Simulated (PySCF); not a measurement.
# One shape, several levels: GaH2BrCl− (SMILES [Cl][GaH2-][Br])

Aim: a comparison of 6 runs (HF/STO-3G, HF/def2-SVP, B3LYP/6-31G*, PBE0/def2-SVP, MP2/cc-pVTZ) of GaH2BrCl−. Input form: a Python script.

The calculation is run with PySCF 2.14.0.

## Step 1: Starting point

The species is GaH2BrCl− (5 atoms), meant as a singlet with charge -1. As SMILES, `[Cl][GaH2-][Br]`. The shape comes from GFN2-xTB, which is rough for such elements, and wasn't checked as a minimum.

Bond lengths: Cl1–Ga2 2.141 Å, Ga2–Br3 2.318 Å, Ga2–H4 1.575 Å, Ga2–H5 1.575 Å. Angles: Cl1–Ga2–Br3 110.6°, Cl1–Ga2–H4 110.5°, Cl1–Ga2–H5 110.6°, Br3–Ga2–H4 106.3°, Br3–Ga2–H5 106.3°, H4–Ga2–H5 112.5°.

## Step 2: Energy and gradient at HF/STO-3G (run 1)

Input file calc.py:

```python
import pyscf.grad
from pyscf import gto

mol = gto.M(
    atom='''
Cl      -1.629090      -0.391110       1.270210
Ga      -0.057620       0.132860      -0.085540
Br       1.749250      -1.296680       0.169090
H       -0.540440      -0.026610      -1.575910
H        0.477900       1.581530       0.222150
''',
    max_memory=1860,
    basis='sto-3g',
    charge=-1,
    verbose=4,
)

calc0 = mol.RHF()
calc0.conv_tol = 1e-10
calc0.kernel()
if not calc0.converged:
    calc0 = calc0.newton().run(calc0.mo_coeff, calc0.mo_occ)

etot = calc0.e_tot
print('Final energy', etot)
grad = calc0.Gradients().kernel()
dip = calc0.dip_moment()
pop, q = calc0.mulliken_pop()
```

Started as:

```bash
$ OMP_NUM_THREADS=1 python calc.py
```

Log:

```text
PySCF version 2.14.0

[INPUT] num. atoms = 5
[INPUT] num. electrons = 86
[INPUT] charge = -1
[INPUT] spin (= nelec alpha-beta = 2S) = 0
[INPUT] symmetry False subgroup None
[INPUT] Mole.unit = angstrom
[INPUT] Symbol           X                Y                Z      unit          X                Y                Z       unit  Magmom
[INPUT]  1 Cl    -1.629090000000  -0.391110000000   1.270210000000 AA   -3.078533932268  -0.739090784579   2.400349020684 Bohr   0.0
[INPUT]  2 Ga    -0.057620000000   0.132860000000  -0.085540000000 AA   -0.108886019297   0.251069012910  -0.161647172695 Bohr   0.0
[INPUT]  3 Br     1.749250000000  -1.296680000000   0.169090000000 AA    3.305603423395  -2.450370071201   0.319533790403 Bohr   0.0
[INPUT]  4 H     -0.540440000000  -0.026610000000  -1.575910000000 AA   -1.021283586760  -0.050285612175  -2.978038296963 Bohr   0.0
[INPUT]  5 H      0.477900000000   1.581530000000   0.222150000000 AA    0.903100114930   2.988658557783   0.419802658572 Bohr   0.0

[... 48 lines left out ...]
converged SCF energy = -4901.37808359106
Final energy -4901.378083591062
[... 12 lines left out ...]
WARN: System has nonzero charge -1; the dipole moment is origin-dependent.
[... 2 lines left out ...]
Dipole moment(X, Y, Z, Debye):  0.11834,  2.01899, -1.86713
[... 14 lines left out ...]
pop of  1 Ga 2px          1.99958
pop of  1 Ga 2py          1.99963
pop of  1 Ga 2pz          1.99963
pop of  1 Ga 3px          1.97995
pop of  1 Ga 3py          1.98253
pop of  1 Ga 3pz          1.98269
pop of  1 Ga 4px          0.56739
pop of  1 Ga 4py          0.72334
pop of  1 Ga 4pz          0.71428
pop of  1 Ga 3dxy         1.93549
pop of  1 Ga 3dyz         1.98291
pop of  1 Ga 3dz^2        1.93814
pop of  1 Ga 3dxz         1.93039
pop of  1 Ga 3dx2-y2      1.96347
pop of  2 Br 1s           2.00000
pop of  2 Br 2s           1.99979
pop of  2 Br 3s           1.99955
pop of  2 Br 4s           1.95801
pop of  2 Br 2px          1.99989
pop of  2 Br 2py          1.99993
pop of  2 Br 2pz          1.99999
pop of  2 Br 3px          1.99414
pop of  2 Br 3py          1.99638
pop of  2 Br 3pz          1.99938
pop of  2 Br 4px          1.67459
pop of  2 Br 4py          1.80325
pop of  2 Br 4pz          1.96948
pop of  2 Br 3dxy         1.99931
pop of  2 Br 3dyz         1.99994
pop of  2 Br 3dz^2        1.99977
pop of  2 Br 3dxz         1.99992
pop of  2 Br 3dx2-y2      1.99986
pop of  3 H 1s            1.17891
pop of  4 H 1s            1.17883
 ** Mulliken atomic charges  **
charge of    0Cl =     -0.52172
charge of    1Ga =      0.27265
charge of    2Br =     -0.39318
charge of    3H =     -0.17891
charge of    4H =     -0.17883
```

Run time: 5.4 s. Hardware: 1 thread of Intel Xeon at 2.70GHz, shared host; peak memory 0.12 GiB.

## Step 3: Energy and gradient at HF/def2-SVP (run 2)

Input file calc.py:

```python
# [Cl][GaH2-][Br]
import pyscf.grad
from pyscf import gto, scf

mol = gto.Mole()
mol.atom = '''
Cl  -1.629090  -0.391110   1.270210
Ga  -0.057620   0.132860  -0.085540
Br   1.749250  -1.296680   0.169090
H   -0.540440  -0.026610  -1.575910
H    0.477900   1.581530   0.222150
'''
mol.basis = 'def2-svp'
mol.max_memory = 1860
mol.charge = -1
mol.verbose = 3
mol.build()

calc0 = scf.RHF(mol)
calc0.conv_tol = 1e-10
calc0.kernel()
if not calc0.converged:
    calc0 = calc0.newton().run(calc0.mo_coeff, calc0.mo_occ)

energy = calc0.e_tot
print('E = %.10f Eh' % energy)
grad = calc0.Gradients().kernel()
calc0.analyze()
```

Started as:

```bash
$ OMP_NUM_THREADS=1 python calc.py
```

Log:

```text
converged SCF energy = -4955.78451346756
[... 13 lines left out ...]
MO #4   energy= -64.9266947066319  occ= 2
[... 7 lines left out ...]
MO #12  energy= -10.3395996514175  occ= 2
[... 7 lines left out ...]
MO #20  energy= -6.2070237092025   occ= 2
[... 7 lines left out ...]
MO #28  energy= -2.96753539677367  occ= 2
[... 7 lines left out ...]
MO #36  energy= -0.420167309596664 occ= 2
[... 7 lines left out ...]
MO #44  energy= 0.323657103274513  occ= 0
[... 7 lines left out ...]
MO #52  energy= 0.670478661468285  occ= 0
[... 7 lines left out ...]
MO #60  energy= 0.99798146900266   occ= 0
[... 7 lines left out ...]
MO #68  energy= 1.2712641588652    occ= 0
[... 7 lines left out ...]
MO #76  energy= 1.74282641098225   occ= 0
[... 7 lines left out ...]
MO #84  energy= 2.65634437764291   occ= 0
[... 7 lines left out ...]
MO #92  energy= 4.34872940341146   occ= 0
[... 7 lines left out ...]
WARN: System has nonzero charge -1; the dipole moment is origin-dependent.
Location of origin: [0. 0. 0.]

Dipole moment(X, Y, Z, Debye): -0.67607,  1.82038, -1.24034
```

Run time: 13 s. Hardware: 1 thread of Intel Xeon at 2.70GHz, shared host; peak memory 0.19 GiB.

Runs 3 to 5 aren't shown in full; the table further down has their settings and results.

## Step 4: Energy and gradient at MP2/cc-pVTZ (run 6)

Input file run.py:

```python
import pyscf.grad
from pyscf import gto, mp

molecule = gto.Mole()
molecule.atom = [
    ('Cl', (-1.629090, -0.391110, 1.270210)),
    ('Ga', (-0.057620, 0.132860, -0.085540)),
    ('Br', (1.749250, -1.296680, 0.169090)),
    ('H', (-0.540440, -0.026610, -1.575910)),
    ('H', (0.477900, 1.581530, 0.222150)),
]
molecule.charge = -1
molecule.verbose = 4
molecule.spin = 0
molecule.basis = 'cc-pvtz'
molecule.max_memory = 1860
molecule.build()

mf = molecule.RHF()
mf.conv_tol = 1e-10
mf.kernel()
if not mf.converged:
    mf = mf.newton().run(mf.mo_coeff, mf.mo_occ)

pt = mp.MP2(mf, frozen=23).run()
energy = pt.e_tot
print(f'total energy: {energy:.8f} hartree')
grad = pt.Gradients().kernel()
mf.analyze()
```

Started as:

```bash
$ OMP_NUM_THREADS=1 python run.py
```

Log:

```text
PySCF version 2.14.0

[INPUT] num. atoms = 5
[INPUT] num. electrons = 86
[INPUT] charge = -1
[INPUT] spin (= nelec alpha-beta = 2S) = 0
[INPUT] symmetry False subgroup None
[INPUT] Mole.unit = angstrom
[INPUT] Symbol           X                Y                Z      unit          X                Y                Z       unit  Magmom
[INPUT]  1 Cl    -1.629090000000  -0.391110000000   1.270210000000 AA   -3.078533932268  -0.739090784579   2.400349020684 Bohr   0.0
[INPUT]  2 Ga    -0.057620000000   0.132860000000  -0.085540000000 AA   -0.108886019297   0.251069012910  -0.161647172695 Bohr   0.0
[INPUT]  3 Br     1.749250000000  -1.296680000000   0.169090000000 AA    3.305603423395  -2.450370071201   0.319533790403 Bohr   0.0
[INPUT]  4 H     -0.540440000000  -0.026610000000  -1.575910000000 AA   -1.021283586760  -0.050285612175  -2.978038296963 Bohr   0.0
[INPUT]  5 H      0.477900000000   1.581530000000   0.222150000000 AA    0.903100114930   2.988658557783   0.419802658572 Bohr   0.0

[... 55 lines left out ...]
total energy: -4957.20401355 hartree
[... 24 lines left out ...]
MO #8   energy= -47.976521554807   occ= 2
[... 13 lines left out ...]
MO #22  energy= -4.30223297014948  occ= 2
[... 13 lines left out ...]
MO #36  energy= -0.428469805090033 occ= 2
[... 13 lines left out ...]
MO #50  energy= 0.444187469404526  occ= 0
[... 13 lines left out ...]
MO #64  energy= 0.759671431454435  occ= 0
[... 13 lines left out ...]
MO #78  energy= 1.26048736507688   occ= 0
[... 13 lines left out ...]
MO #92  energy= 1.6555656951065    occ= 0
[... 13 lines left out ...]
MO #106 energy= 2.33214761995389   occ= 0
[... 13 lines left out ...]
MO #120 energy= 2.68180457600295   occ= 0
[... 13 lines left out ...]
MO #134 energy= 3.8629683053089    occ= 0
[... 13 lines left out ...]
MO #148 energy= 5.54832358210563   occ= 0
[... 121 lines left out ...]
pop of  2 Br 4f+3         0.00019
pop of  3 H 1s            1.19970
pop of  3 H 2s            0.00152
pop of  3 H 3s            0.00187
pop of  3 H 2px           0.00025
pop of  3 H 2py           0.00015
pop of  3 H 2pz           0.00202
pop of  3 H 3px           0.00004
pop of  3 H 3py           0.00005
pop of  3 H 3pz           0.00011
pop of  3 H 3dxy          0.00000
pop of  3 H 3dyz          0.00001
pop of  3 H 3dz^2         0.00013
pop of  3 H 3dxz          0.00005
pop of  3 H 3dx2-y2       0.00000
pop of  4 H 1s            1.19961
pop of  4 H 2s            0.00152
pop of  4 H 3s            0.00187
pop of  4 H 2px           0.00038
pop of  4 H 2py           0.00183
pop of  4 H 2pz           0.00021
pop of  4 H 3px           0.00003
pop of  4 H 3py           0.00011
pop of  4 H 3pz           0.00005
pop of  4 H 3dxy          0.00006
pop of  4 H 3dyz          0.00002
pop of  4 H 3dz^2         0.00004
pop of  4 H 3dxz          0.00000
pop of  4 H 3dx2-y2       0.00007
 ** Mulliken atomic charges  **
charge of    0Cl =     -0.47577
charge of    1Ga =      0.38354
charge of    2Br =     -0.49607
charge of    3H =     -0.20589
charge of    4H =     -0.20581

WARN: System has nonzero charge -1; the dipole moment is origin-dependent.
Location of origin: [0. 0. 0.]

Dipole moment(X, Y, Z, Debye): -0.66116,  1.97091, -1.38369
```

Wall time 2.8 min (1 thread of Intel Xeon at 2.70GHz, shared host); peak memory 2 GiB.

## Step 5: All runs side by side

| run | level | integration grid | Cartesian functions | energy (Eh) | HOMO energy (eV) | LUMO energy (eV) | HOMO–LUMO gap (eV) | wall time |
| --- | --- | --- | --- | --- | --- | --- | --- | --- |
| 1 | HF/STO-3G | – | no | -4901.378084 | -1.00 | 15.81 | 16.82 | 5.4 s |
| 2 | HF/def2-SVP | – | no | -4955.784513 | -5.39 | 8.81 | 14.20 | 13 s |
| 3 | B3LYP/6-31G* (spherical functions) | 5 | no | -4960.069716 | -2.29 | 4.94 | 7.23 | 47 s |
| 4 | PBE0/def2-SVP | 5 | no | -4959.177902 | -2.34 | 5.97 | 8.32 | 32 s |
| 5 | B3LYP/6-31G* (Cartesian functions) | 5 | yes | -4960.086270 | -2.29 | 4.90 | 7.20 | 44 s |
| 6 | MP2/cc-pVTZ | – | no | -4957.204014 | -5.60 | 7.62 | 13.22 | 2.8 min |

## Step 6: Results

| quantity | value |
| --- | --- |
| run 6: total energy | -4957.20401 Eh |
| run 6: HOMO energy (Hartree–Fock orbitals) | -5.60 eV |
| run 6: LUMO energy (Hartree–Fock orbitals) | 7.62 eV |
| run 6: HOMO–LUMO gap (to an unbound level, set by the basis) | 13.22 eV |
| run 6: correlation energy (23 core orbitals frozen) | -601.0 mEh |
| run 6: largest force on an atom | 1.598 eV/Å |

Over runs 1, 2, 3, 4, 5 the HOMO–LUMO gap runs from 7.20 eV (B3LYP/6-31G*) to 16.82 eV (HF/STO-3G). The two ends differ in method and basis. The empty levels of an anion lie above zero and hang on the basis. Totals of different functionals can't be ranked against each other. In run 1 the basis is minimal, so the values are rough. All runs together took 5.2 min, the longest 2.8 min.
